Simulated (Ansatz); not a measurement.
This script for the Ansatz DFT code, driven from Python starts 3 runs on In₂CuO₄, space group I4/mmm. What input does the engine get in each?

`terms.py`:
```python
"""Dispersion, smearing and cutoff parts of the energy of In2CuO4."""

import ansatz as az

lattice = az.Lattice.of(
    [-1.9785, 1.9785, 6.04],
    [1.9785, -1.9785, 6.04],
    [1.9785, 1.9785, -6.04],
)
sites = [
    ("In", [0.3529, 0.3529, 0.0]),
    ("In", [0.6471, 0.6471, 0.0]),
    ("Cu", [0.0, 0.0, 0.0]),
    ("O", [0.5, 0.0, 0.5]),
    ("O", [0.0, 0.5, 0.5]),
    ("O", [0.75, 0.25, 0.5]),
    ("O", [0.25, 0.75, 0.5]),
]
in2cuo4 = az.Crystal(lattice=lattice)
for symbol, position in sites:
    in2cuo4 = in2cuo4.atom(symbol, position)

calc = (
    in2cuo4.calculation()
    .kpoints(10, 10, 10, center="gamma")
    .occupations("fermi_dirac")
    .hubbard("Cu", "d", u_eff=6.0)
    .initial_density(normalization="cell")
)
with_term = calc.functional("pbesol", dispersion="d3bj").basis(420).cutoff_correction(570).run(threads=1, pin="off").report
without = calc.functional("pbesol").basis(420).run(threads=1, pin="off").report
finer = calc.functional("pbesol").basis(570).run(threads=1, pin="off").report
removed = az.free_energy_without(with_term, az.EnergyTerm.DISPERSION)
print(f"dispersion term            {with_term['components']['e_disp']:.5f} eV")
print(f"F less dispersion          {removed:.5f} eV, run without it {without['free_energy_ev']:.5f} eV")
print(f"F less smearing term       {az.free_energy_without(without, az.EnergyTerm.SMEARING):.5f} eV")
print(f"estimated gain to 570 eV   {with_term['cutoff_correction']['energy_ev']:.5f} eV, found {finer['free_energy_ev'] - without['free_energy_ev']:.5f} eV")
```

Run 1:
```yaml
crystal:
  lattice:
    - [-1.9785, 1.9785, 6.04]
    - [1.9785, -1.9785, 6.04]
    - [1.9785, 1.9785, -6.04]
  atoms:
    - { symbol: In, position: [0.3529, 0.3529, 0.0] }
    - { symbol: In, position: [0.6471, 0.6471, 0.0] }
    - { symbol: Cu, position: [0.0, 0.0, 0.0] }
    - { symbol: O, position: [0.5, 0.0, 0.5] }
    - { symbol: O, position: [0.0, 0.5, 0.5] }
    - { symbol: O, position: [0.75, 0.25, 0.5] }
    - { symbol: O, position: [0.25, 0.75, 0.5] }
basis:
  ecutwfc: 420.0
kpoints:
  mp_grid:
    grid: [10, 10, 10]
    shift: [0.0, 0.0, 0.0]
hamiltonian:
  xc: pbesol
  dispersion: d3bj
  hubbard:
    - { species: Cu, l: d, u_eff: 6.0 }
scf:
  occupations:
    method: fermi_dirac
  initial_density:
    normalization: cell
output:
  cutoff_correction: 570.0
```

Run 2, against run 1:
```diff
-  dispersion: d3bj
-output:
-  cutoff_correction: 570.0
```

Run 3, against run 1:
```diff
-  ecutwfc: 420.0
+  ecutwfc: 570.0
-  dispersion: d3bj
-output:
-  cutoff_correction: 570.0
```

```console
$ python terms.py
dispersion term            -1.30929 eV
F less dispersion          -19878.17785 eV, run without it -19878.17785 eV
F less smearing term       -19878.12770 eV
estimated gain to 570 eV   -0.03324 eV, found -0.03316 eV
```

Notes:
- These settings explore the input space; cutoff and mesh may be short of convergence.
- The cell holds an odd number of electrons and is run without spin, so a magnetic state may lie lower.
- Dispersion corrections can be off by several per cent in the lattices of metals, and by several GPa in the pressure at a fixed cell.
- U, its shell and the double counting are chosen to explore, and aren't derived for this compound.
- A Hubbard U without spin forces both spins into the same orbitals, which can open a gap or pick a state that a spin-polarised run wouldn't.
- The starting cell is as deposited in a crystallographic database; the results hold for this polymorph, which needn't be the stable one.
- Finished in 2.1 min on 1 thread of Arm Neoverse V2, on a shared host, peak memory 0.96 GiB.
